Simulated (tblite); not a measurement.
# C34H24: the cost of one run

Computed with tblite 0.8.0 and PySCF 2.14.0 and routines of our own; the level stands in each step. Atoms count from 0.

### Step 1. The system as given

58 atoms, charge 0, multiplicity 1; geometry from: force field, distance geometry or constructed start.

### Step 2. Relaxing the molecule with GFN2-xTB

What the job is given:

```
{"job": {"kind": "relax", "xc": "GFN2-xTB", "basis": "xTB"}, "charge": 0, "multiplicity": 1}
C      6.415300    -0.588600     1.590600
C      6.284000    -1.720700     0.914000
C      5.496100    -2.122800    -0.061700
C      4.484000    -1.582900    -0.759000
C      3.865600    -0.394400    -0.889600
C      2.667800    -0.584000    -1.552000
C      1.353500     0.141000    -1.321300
C      0.656500    -0.437000    -0.319800
C     -0.535300    -0.459400     0.333700
C     -0.353700    -1.139000     1.519500
C     -1.127800    -1.284500     2.736100
C     -2.256100    -1.989300     2.849700
C     -2.909000    -2.559100     1.714000
C     -3.210800    -1.822900     0.627800
C     -4.096100    -2.389100    -0.389900
C     -5.112900    -1.643900    -0.848200
C     -5.330000    -0.288400    -0.296400
C     -6.567600     0.342800    -0.437400
C     -6.787500     1.587800     0.173000
C     -5.778500     2.193900     0.928900
C     -4.539000     1.581100     1.063600
C     -4.292800     0.355200     0.424100
C     -2.943400    -0.343800     0.514800
C     -1.733400     0.145800     0.038600
C     -1.891900     1.209600    -0.788000
C     -1.201000     1.977400    -1.610800
C      0.021500     2.006200    -2.134600
C      1.100500     1.224300    -2.068600
C      2.176100     1.712400    -2.946400
C      3.380300     2.071900    -2.478600
C      3.829300     1.966900    -1.097400
C      4.198300     0.836000    -0.409400
C      5.009700     1.187200     0.610500
C      5.865700     0.613000     1.462900
H      7.146100    -0.640100     2.399600
H      6.963100    -2.506800     1.273500
H      5.666300    -3.171900    -0.327200
H      4.057200    -2.397300    -1.358700
H      2.429000    -1.535000    -2.040600
H      1.326900    -1.190700     0.103400
H      0.623600    -1.574900     1.771000
H     -0.652500    -0.895900     3.642300
H     -2.709500    -2.142600     3.816600
H     -3.234600    -3.590200     1.799300
H     -3.922200    -3.403500    -0.736800
H     -5.803800    -2.022000    -1.601300
H     -7.370100    -0.125100    -0.992900
H     -7.754500     2.074900     0.071200
H     -5.966200     3.148800     1.410600
H     -3.754700     2.053600     1.653100
H     -2.911800     1.583000    -0.862700
H     -1.799800     2.799600    -2.016700
H      0.127700     2.861600    -2.810000
H      1.939400     1.835900    -4.002300
H      4.104300     2.501100    -3.168100
H      4.092400     2.968400    -0.745100
H      5.011100     2.254100     0.849500
H      6.269800     1.331800     2.191600
```

Command:

```sh
OMP_NUM_THREADS=2 python large_run.py task.json out
```

The driver reads the jobs from task.json and runs them one after another.

Q: Estimate the wall time and peak memory of this first job on 2 threads of Intel Xeon at 2.50GHz, shared host.

About 2.4 min, with a peak of 0.19 GiB.
